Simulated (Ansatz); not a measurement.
# H5NSi + C2H2: molecular dynamics, part 2 of 2

Purpose: to follow the two partners and see whether they stay together, part or react. The start is relaxed first. Runs: 150 steps of 0.5 fs under a Langevin thermostat, set from 1500 K to 10 K by a schedule; 150 steps of 1 fs at constant energy, with velocities drawn for 1000 K. SMILES of the start: C#C.[SiH3]N.

Ansatz 0.2.0; UKS B3LYP/STO-3G.

## Step 7: Frames from the trajectory

Positions (Å) and forces (eV/Å):

```xyz
11
time_fs=9.5 T=1034 dE=0.6445
C    -0.271    0.326   -2.543    1.105   -0.122    0.117
C     0.787   -0.265   -2.617   -0.536    0.941    0.090
H    -1.133    0.991   -2.418    0.206   -0.641   -0.171
H     1.823   -0.624   -2.673   -0.764   -0.176   -0.035
Si   -0.114    0.400    1.948   -2.443    0.754    1.544
N     0.116   -0.840    0.866   -0.071   -2.797   -1.303
H    -0.416   -0.410    3.177    0.147    1.416   -0.571
H     1.108    1.087    1.896    0.837    1.079    0.511
H    -1.294    1.247    1.479    1.152   -0.382    1.007
H     0.417   -0.636   -0.089    0.162    0.199   -0.853
H    -0.718   -1.460    0.817    0.206   -0.271   -0.337
11
time_fs=19.0 T=1234 dE=0.3432
C    -0.259    0.193   -2.495   -0.364    0.291    0.077
C     0.890   -0.141   -2.669    0.420    0.298   -0.300
H    -1.296    0.557   -2.338    1.071   -0.546   -0.133
H     1.958   -0.330   -2.898   -1.113   -0.036    0.341
Si   -0.154    0.381    1.988   -1.168    0.145    1.298
N     0.112   -0.858    0.771   -1.614   -1.133    1.685
H    -0.668   -0.212    3.248    0.532   -0.067   -0.887
H     1.012    1.163    2.325    0.404   -0.401   -0.331
H    -1.157    1.430    1.783    0.080   -0.340   -0.606
H     0.580   -0.610   -0.081    0.852    0.665   -1.686
H    -0.673   -1.542    0.524    0.899    1.122    0.543
11
time_fs=28.0 T=1034 dE=0.6025
C    -0.231    0.080   -2.453   -2.266   -0.408    0.093
C     0.936   -0.005   -2.710   -0.981   -0.009    0.148
H    -1.346    0.010   -2.305    1.776    0.416   -0.072
H     1.937   -0.168   -2.985    1.475    0.030   -0.241
Si   -0.201    0.370    2.045    2.208   -1.238   -1.307
N     0.130   -0.876    0.685   -1.657   -0.244    3.183
H    -0.772   -0.170    3.209   -0.634   -0.978    0.584
H     1.030    1.005    2.576   -0.434   -0.615   -0.836
H    -1.021    1.449    1.708   -0.980    1.067   -0.701
H     0.614   -0.474   -0.110    0.499    0.783   -1.430
H    -0.719   -1.432    0.316    0.992    1.196    0.578
11
time_fs=37.5 T=958 dE=0.6582
C    -0.206   -0.062   -2.431    0.365   -0.382   -0.528
C     0.964    0.120   -2.751   -2.403   -0.690    0.876
H    -1.297   -0.349   -2.218    2.301    0.854   -0.448
H     2.034    0.155   -2.951   -0.283    0.264   -0.033
Si   -0.244    0.335    2.077    1.286   -0.427   -2.378
N     0.142   -0.833    0.692   -3.009   -0.332    0.321
H    -0.990   -0.442    3.005   -0.401    0.099    0.686
H     1.133    0.632    2.458   -0.623    0.472    0.547
H    -0.960    1.477    1.461    0.254   -0.312    0.917
H     0.439   -0.192   -0.062    1.360    1.016   -0.964
H    -0.861   -0.961    0.238    1.153   -0.561    1.005
11
time_fs=47.0 T=1074 dE=0.5985
C    -0.116   -0.210   -2.443   -4.614   -1.192    1.234
C     0.946    0.206   -2.759    2.588    1.262   -0.293
H    -1.176   -0.491   -2.123    2.236    0.322   -0.832
H     1.916    0.677   -2.899   -0.214   -0.355   -0.261
Si   -0.263    0.270    2.067   -1.676    2.427    2.146
N     0.080   -0.732    0.697   -1.453   -1.374   -0.056
H    -1.236   -0.445    2.939    0.767    0.557   -0.525
H     0.950    0.635    2.763    0.009   -0.239    0.070
H    -0.883    1.617    1.646    0.574   -1.605    0.537
H     0.592   -0.074    0.087    0.170    0.168   -1.546
H    -0.927   -0.838    0.300    1.614    0.031   -0.473
11
time_fs=56.0 T=973 dE=0.7879
C    -0.032   -0.337   -2.460   -1.816   -0.203    0.258
C     0.957    0.305   -2.755   -2.899   -1.701    0.870
H    -1.078   -0.802   -2.188    3.050    0.980   -0.860
H     1.702    1.001   -2.973    1.656    0.944   -0.473
Si   -0.294    0.246    2.100   -1.710    0.314    1.272
N     0.011   -0.642    0.664   -0.698   -1.647   -1.863
H    -1.357   -0.357    2.893    0.235   -0.361   -0.456
H     0.728    0.501    3.063    1.025   -0.437   -0.230
H    -0.814    1.543    1.887   -0.288    1.050   -0.487
H     0.687   -0.324   -0.037    1.120    0.658    0.107
H    -0.770   -0.961    0.003    0.326    0.403    1.864
11
time_fs=65.5 T=953 dE=0.7562
C     0.088   -0.432   -2.492   -1.572   -2.076   -0.062
C     0.917    0.412   -2.740   -1.190   -1.244    0.129
H    -0.686   -1.316   -2.360    2.227    2.680   -0.233
H     1.639    1.125   -3.057    0.565    0.655   -0.015
Si   -0.358    0.248    2.160    2.240   -2.765   -2.223
N    -0.017   -0.581    0.582   -1.716    0.908    2.995
H    -1.434   -0.501    2.692   -0.712   -0.143    0.578
H     0.870    0.061    2.973   -0.826    0.517   -0.281
H    -0.724    1.586    1.962   -0.253    1.402    0.167
H     0.898   -0.516    0.135    0.005   -0.224   -0.793
H    -0.836   -1.029    0.111    1.231    0.290   -0.262
11
time_fs=75.0 T=915 dE=0.7633
C     0.232   -0.501   -2.538   -2.478   -5.852    0.765
C     0.848    0.484   -2.733    1.399    1.730   -0.546
H    -0.203   -1.584   -2.401    0.870    3.201   -0.309
H     1.516    1.276   -2.969    0.235    0.913   -0.046
Si   -0.405    0.205    2.163    1.622    0.652    0.115
N    -0.067   -0.474    0.619    0.537   -0.826   -1.673
H    -1.559   -0.489    2.659   -0.341    0.149    0.321
H     0.830   -0.134    2.912   -0.870    0.415    0.083
H    -0.563    1.719    2.212   -0.044   -1.548   -0.132
H     0.867   -0.728    0.224   -0.068    0.822    0.957
H    -0.698   -1.066    0.056   -0.862    0.344    0.467
```

On run 1: The set-point goes from 1500 to 10 K in 75 fs, and the last tenth of the run averages 824 K. Such a rate, of order 10^16 K/s, is far beyond any furnace or quench, and the atoms lag the set-point. The bonding pattern survives the run. The partners' closest contact goes from 2.48 to 2.56 Å: they stay in touch over this short run.

## Step 8: Run 2

150 steps of 1 fs at constant energy, with velocities drawn for 1000 K, starting from the last frame of an earlier run, with new velocities. H is given a mass of 2.014 u.

File input.yaml:

```yaml
crystal:
  periodic: [false, false, false]
  atoms:
    - { symbol: C, position_ang: [0.231524, -0.501442, -2.538392] }
    - { symbol: C, position_ang: [0.848392, 0.484512, -2.733382] }
    - { symbol: H, position_ang: [-0.203316, -1.58398, -2.40126] }
    - { symbol: H, position_ang: [1.516327, 1.27604, -2.969214] }
    - { symbol: Si, position_ang: [-0.404814, 0.204573, 2.163102] }
    - { symbol: "N", position_ang: [-0.067272, -0.473869, 0.619392] }
    - { symbol: H, position_ang: [-1.558804, -0.488949, 2.658971] }
    - { symbol: H, position_ang: [0.829905, -0.13425, 2.911542] }
    - { symbol: H, position_ang: [-0.563011, 1.718751, 2.211728] }
    - { symbol: H, position_ang: [0.866652, -0.728259, 0.223782] }
    - { symbol: H, position_ang: [-0.698039, -1.065613, 0.056192] }
magnetization:
  spin_polarized: true
basis:
  gaussian: { orbitals: STO-3G }
hamiltonian:
  xc: b3lyp
md:
  timestep: 1.0
  n_steps: 150
  ensemble: nve
  temperature: 1000.0
  initial_velocities: maxwell_boltzmann
  seed: 268809
  masses: [{ species: H, mass: 2.014 }]
```

Command:

```bash
> ansatz run input.yaml --threads 1 --pin off --max-ram 2048MiB --backend cpu --events-out ev --progress --plain --runs-dir out
```

The program printed (excerpt; [...] marks lines left out):

```text
Warning: RAYON_NUM_THREADS=1 ignored (pool sized by the plan → 1); use --threads N
[...]
Functional definition: B3LYP
[...]
427 factors; integrals over basis functions are off by at most 1.0e-5 eV
[...]
mean field -11414.91400970 eV, -419.4903525498 hartree, gradient 2.1e-5 eV, S^2 0.000000; 0 other end points of the search recorded, 0 dependent functions left out
[...]
reference -11414.91422915 eV, -419.4903606146 hartree; 20, 20 occupied and 11, 11 virtual orbitals, 427 factors
[...]
md step    72: t =    72.00 fs  T =   820.9 K  F+E_penalty+E_count = -11414.70364117 eV  E_kin = 0.954970 eV  conserved = -11413.74867083 eV  (30 SCF iters)
md step    73: t =    73.00 fs  T =   628.0 K  F+E_penalty+E_count = -11414.46117717 eV  E_kin = 0.730570 eV  conserved = -11413.73060697 eV  (28 SCF iters)
md step    74: t =    74.00 fs  T =   584.8 K  F+E_penalty+E_count = -11414.40407366 eV  E_kin = 0.680295 eV  conserved = -11413.72377853 eV  (28 SCF iters)
```

## Step 9: The log goes on: dynamics from the last frame of an earlier run

Output, continued (excerpt; [...] marks lines left out):

```text
md step    75: t =    75.00 fs  T =   749.7 K  F+E_penalty+E_count = -11414.61550984 eV  E_kin = 0.872104 eV  conserved = -11413.74340613 eV  (28 SCF iters)
[...]
md step    94: t =    94.00 fs  T =   711.7 K  F+E_penalty+E_count = -11414.55574109 eV  E_kin = 0.828003 eV  conserved = -11413.72773771 eV  (28 SCF iters)
[...]
Atom 7 at     0.567504    -1.175648     2.868177 Å, force    -0.879120     1.821914    -0.609229 eV/Å
Atom 8 at    -0.052060     1.100405     3.401552 Å, force     0.312337     1.088695     0.174860 eV/Å
Atom 9 at    -1.451228     0.656417     0.591739 Å, force    -0.968296     0.521854    -0.152757 eV/Å
Atom 10 at    -0.598408    -0.691868     0.273384 Å, force     0.173579     0.478269     0.571484 eV/Å
Dipole moment:    -0.180561    -0.088850     0.129124 e Å
```

Run time: 5.9 min. Hardware: 1 thread of Arm Neoverse V1, shared host; peak memory 0.11 GiB.

## Step 10: The trajectory

The trajectory, every 11 steps (energies from step 0):

```
time (fs)  T (K)  potential energy change (meV/atom)  total energy change (meV/atom)  closest contact of the partners (Å)
      0.0   1000                                 0.0                            0.00                                 2.56
     11.0    574                                46.6                            1.50                                 2.71
     22.0    522                                52.3                            1.73                                 2.41
     33.0    848                                16.2                            0.17                                 2.40
     44.0   1029                                -2.3                            0.70                                 2.30
     55.0    686                                34.4                            1.21                                 2.54
     66.0   1025                                -2.1                            0.61                                 2.59
     77.0    967                                 4.1                            0.61                                 2.40
     88.0   1033                                -3.2                            0.35                                 2.23
     99.0    807                                21.5                            1.03                                 2.22
    110.0    860                                15.3                            0.54                                 2.49
    121.0   1135                               -14.8                           -0.45                                 2.81
    132.0    739                                28.8                            1.14                                 2.94
    143.0    741                                28.1                            0.66                                 2.87
    150.0    802                                22.1                            1.21                                 2.84
```

time (fs), T (K) and a bar:
```
      0.0       1000 ######################
      7.0        883 ##################
     13.0        408 
     20.0        776 ##############
     26.0       1055 ########################
     33.0        848 #################
     39.0        799 ###############
     46.0        820 ################
     52.0        941 ####################
     59.0        959 #####################
     65.0       1058 ########################
     72.0        821 ################
     78.0        946 ####################
     85.0       1041 ########################
     91.0        867 #################
     98.0        939 ####################
    104.0       1206 ##############################
    111.0        763 #############
    117.0        852 #################
    124.0       1016 #######################
    130.0        957 #####################
    137.0        961 #####################
    143.0        741 #############
    150.0        802 ###############
```

Maxima of the velocity power spectrum (cm⁻¹, relative height; resolution about 440 cm⁻¹): 560 (58), 1390 (15), 1950 (66), 2610 (30), 3000 (44).

## Step 11: Snapshots as a file

Positions (Å) and forces (eV/Å):

```xyz
11
time_fs=19.0 T=718 dE=0.3471
C     0.303   -0.564   -2.475    4.644    7.012   -2.578
C     0.881    0.436   -2.846   -1.330   -2.175    1.080
H    -0.262   -1.308   -2.237   -3.938   -5.704    1.738
H     1.333    1.376   -3.033    0.650    0.848   -0.410
Si   -0.339    0.153    2.182   -2.880    2.053    1.673
N    -0.134   -0.345    0.568    0.434   -1.173   -1.929
H    -1.616   -0.509    2.509    0.725    0.064    0.176
H     0.607   -0.076    3.249    0.495   -0.333   -0.363
H    -0.774    1.627    2.371    1.032   -1.688   -0.609
H     0.705   -0.646    0.031    0.404    0.735    0.743
H    -0.871   -0.979    0.193   -0.236    0.361    0.478
11
time_fs=38.0 T=822 dE=0.2161
C     0.353   -0.555   -2.499   -1.517   -2.401    1.236
C     0.897    0.416   -2.891   -1.226   -2.499    1.040
H    -0.191   -1.399   -2.075    0.324    0.236   -0.303
H     1.294    1.222   -3.288    2.464    4.657   -2.167
Si   -0.389    0.116    2.250   -0.748    1.672   -1.292
N    -0.203   -0.226    0.491   -2.511    0.222    2.005
H    -1.558   -0.669    2.811    0.926    1.246   -0.630
H     0.755   -0.289    2.997    0.566   -0.200    0.383
H    -0.370    1.684    2.227   -0.497   -2.347    0.710
H     0.773   -0.270    0.210    1.005   -0.776   -0.783
H    -0.808   -1.040    0.194    1.214    0.190   -0.198
11
time_fs=56.0 T=464 dE=0.6540
C     0.381   -0.542   -2.505   -3.803   -7.666    3.709
C     0.871    0.366   -2.970    6.708   10.768   -6.037
H     0.065   -1.469   -2.133   -0.856   -1.088    0.660
H     1.504    1.194   -3.499   -2.017   -2.014    1.546
Si   -0.373    0.080    2.259   -2.891    2.902    2.304
N    -0.335   -0.135    0.474    1.003    0.501    0.249
H    -1.651   -0.335    2.957    1.416   -0.503   -0.996
H     0.818   -0.493    2.745    0.738   -0.636    0.863
H    -0.440    1.546    2.789    0.656   -1.918   -1.424
H     0.749    0.081    0.363   -1.798   -1.155   -0.698
H    -0.468   -1.202    0.358    0.844    0.808   -0.177
11
time_fs=75.0 T=750 dE=0.2985
C     0.471   -0.597   -2.546   -0.723   -0.353    0.089
C     0.942    0.348   -3.121   -1.855   -4.248    2.317
H    -0.111   -1.392   -2.054    0.671    0.392   -0.386
H     1.271    1.210   -3.483    1.917    4.207   -2.095
Si   -0.368    0.081    2.345   -1.514    1.186   -0.956
N    -0.440   -0.056    0.517   -0.124   -0.934    0.953
H    -1.621   -0.726    2.699    1.046    1.761   -0.078
H     0.578   -0.743    2.981    1.331   -0.412    0.382
H    -0.075    1.573    2.703   -0.950   -2.294   -0.261
H     0.371    0.328    0.003    0.968    1.680    0.006
H    -0.128   -1.048    0.370   -0.767   -0.985    0.030
11
time_fs=94.0 T=712 dE=0.3583
C     0.485   -0.647   -2.618    4.144    8.096   -4.888
C     0.979    0.343   -3.189   -1.865   -3.503    1.685
H     0.076   -1.388   -2.105   -2.097   -4.039    2.602
H     1.359    1.188   -3.786   -0.169   -0.581    0.513
Si   -0.360    0.015    2.342   -2.650    2.702    3.479
N    -0.386   -0.053    0.685    0.518    1.895   -4.569
H    -1.762   -0.200    2.948    1.789   -0.672   -0.611
H     0.695   -0.684    3.008    0.166   -0.606    0.183
H    -0.277    1.478    2.768    0.489   -1.544   -0.858
H    -0.268    0.861    0.113   -0.287   -1.738    1.364
H    -0.330   -0.824   -0.016   -0.038   -0.009    1.100
11
time_fs=112.0 T=725 dE=0.3388
C     0.523   -0.604   -2.696   -1.752   -6.561    3.158
C     0.978    0.308   -3.294    1.995    2.919   -2.214
H     0.261   -1.686   -2.189    0.617    4.111   -1.679
H     1.525    1.066   -3.886   -0.849   -0.484    0.686
Si   -0.410    0.017    2.437    0.081    0.297   -0.314
N    -0.311    0.069    0.637    0.725   -1.052    2.166
H    -1.598   -0.510    3.288    1.020    1.116   -1.450
H     0.619   -0.904    2.888    0.129    0.283   -0.146
H    -0.015    1.458    2.611   -0.666   -1.311    0.670
H    -0.842    0.842    0.256   -0.946    1.135   -0.808
H    -0.505   -0.770    0.066   -0.353   -0.452   -0.070
11
time_fs=131.0 T=865 dE=0.1663
C     0.613   -0.703   -2.783    1.783    4.461   -2.993
C     1.044    0.262   -3.437   -0.893   -0.403    1.376
H     0.123   -1.462   -2.232   -0.236   -0.968    0.493
H     1.350    1.302   -3.899   -0.642   -3.086    1.096
Si   -0.372    0.028    2.467   -0.508   -1.031    1.537
N    -0.364    0.171    0.661   -1.038    0.779    0.708
H    -1.784   -0.405    2.923    1.854    0.235   -0.436
H     0.688   -1.012    2.704   -1.150    0.811    0.094
H    -0.083    1.196    3.288    0.107   -0.019   -0.550
H    -1.291    0.748    0.473    1.199   -1.397   -0.167
H    -0.644   -0.863    0.560   -0.475    0.617   -1.157
11
time_fs=150.0 T=802 dE=0.2433
C     0.655   -0.749   -2.906    2.405    6.215   -3.335
C     1.081    0.294   -3.519   -3.494   -8.539    5.055
H     0.268   -1.573   -2.282    0.362    0.564   -0.535
H     1.382    1.098   -4.102    0.737    1.756   -1.211
Si   -0.341    0.025    2.540   -1.411   -4.179   -0.870
N    -0.500    0.274    0.724    1.615   -0.374    0.490
H    -1.721   -0.510    2.834    1.148    0.646    0.421
H     0.568   -1.176    2.868   -0.879    1.822   -0.609
H    -0.052    1.100    3.402    0.312    1.089    0.175
H    -1.451    0.656    0.592   -0.968    0.522   -0.153
H    -0.598   -0.692    0.273    0.174    0.478    0.572
```

On run 2: The temperature starts at 1000 K and averages 858 K in the second half, where it ranges from 555 to 1206 K. The total energy strays from its start by at most 3.24 meV/atom, 3.7 % of the mean kinetic energy, fair for a step of 1 fs. No bond forms or breaks. The partners' closest contact goes from 2.56 to 2.84 Å; so short a run doesn't show whether they stay bound.

## Step 12: Outcome

What follows sums up all 2 parts.

| quantity | value |
| --- | --- |
| relaxation of the start | 20 moves, 0.206 eV lower |
| run 1: length | 150 steps of 0.5 fs |
| run 1: temperature, first and last step | 1364 and 915 K |
| run 1: temperature, second half | mean 913 K, from 642 to 1223 K |
| run 1: potential energy, second half | +74 meV/atom from this run's first step |
| run 1: bonds formed or broken | 0 |
| run 2: length | 150 steps of 1 fs |
| run 2: temperature, first and last step | 1000 and 802 K |
| run 2: temperature, second half | mean 858 K, from 555 to 1206 K |
| run 2: potential energy, second half | +16 meV/atom from this run's first step |
| run 2: largest change of the total energy | 3.24 meV/atom |
| run 2: bonds formed or broken | 0 |

Mean temperatures of the second halves: 913 K, 858 K. No bond formed or broke in any run. In the last run: the partners' closest contact goes from 2.56 to 2.84 Å; so short a run doesn't show whether they stay bound. A run of 150 fs with 11 atoms shows the motion but fixes no equilibrium value. The nuclei move classically, without zero-point motion, which matters most for hydrogen. In so small a basis the energies are only a sketch.
